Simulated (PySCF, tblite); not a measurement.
# C4H4ClF3O: infrared bands and NMR shifts

Wanted: the infrared bands and NMR shifts of C4H4ClF3O (`C=C(CCl)OC(F)(F)F`), by calculation.

Computed with tblite 0.8.0 and PySCF 2.14.0, with density-fitted response routines of our own, on a single molecule in the gas phase. Atoms count from 0, in the outputs and in this text.

## 1. Starting geometry

13 atoms, charge 0, multiplicity 1; geometry from: GFN2-xTB.

Bonds of the start (Å): C0–C1 1.32, C1–C2 1.50, C2–Cl3 1.77, C1–O4 1.42, O4–C5 1.32, C5–F6 1.33, C5–F7 1.34, C5–F8 1.35, C0–H9 1.07, C0–H10 1.07, C2–H11 1.09, C2–H12 1.09.

## 2. Vibrational analysis with GFN2-xTB

The job: settings as JSON, then the geometry in Å.

```
{"job": {"kind": "ir", "xc": "GFN2-xTB", "basis": "xTB"}, "charge": 0, "multiplicity": 1}
C     -1.361556     1.310852     0.245469
C     -0.570939     0.300367    -0.057807
C     -0.673604    -1.119984     0.414643
Cl    -2.256097    -1.454390     1.140755
O      0.486338     0.538434    -0.972889
C      1.701250     0.141939    -0.652350
F      2.581873     0.716231    -1.459434
F      2.055650     0.442169     0.608728
F      1.896172    -1.189283    -0.762221
H     -2.213078     1.171736     0.884102
H     -1.183333     2.290201    -0.158407
H      0.080318    -1.339508     1.176463
H     -0.547382    -1.808277    -0.424781
```

**Question.** This job is followed by: GIAO PBE0/pcSseg-1 NMR shielding, non-relativistic, gas phase. What will the session give for the following? strongest single infrared mode (GFN2-xTB); zero-point energy (GFN2-xTB); 13C shifts against TMS (PBE0/pcSseg-1); 1H shifts against TMS (PBE0/pcSseg-1, means over atoms taken as alike); 35Cl shifts against HCl (PBE0/pcSseg-1); 17O shifts against H2O (PBE0/pcSseg-1); 19F shifts against CFCl3 (PBE0/pcSseg-1, means over atoms taken as alike).

**Answer**, as computed:

| quantity | value |
| --- | --- |
| strongest single infrared mode (GFN2-xTB) | 1214 cm⁻¹, 624 km/mol |
| zero-point energy (GFN2-xTB) | 48.2 kcal/mol |
| 13C shifts against TMS (PBE0/pcSseg-1) | 160.8, 129.4, 113.4, 47.3 ppm |
| 1H shifts against TMS (PBE0/pcSseg-1, means over atoms taken as alike) | 5.92, 5.77, 4.34 ppm |
| 35Cl shifts against HCl (PBE0/pcSseg-1) | 88 ppm |
| 17O shifts against H2O (PBE0/pcSseg-1) | 172.5 ppm |
| 19F shifts against CFCl3 (PBE0/pcSseg-1, means over atoms taken as alike) | -67.7 ppm |

**Reading.** No mode is imaginary among the 33: a minimum at this level. The strongest single mode, at 1214 cm⁻¹, moves mainly C5. Unscaled tight-binding wavenumbers are off by several per cent, some by more. Its intensities can rank the bands wrongly. The most deshielded carbon is C1 (alkene carbon bearing oxygen), at 160.8 ppm: an sp2 carbon further deshielded by the attached heteroatom. At PBE0/pcSseg-1: The largest span, 380 ppm, is at Cl3, where the paramagnetic term is -284 ppm.
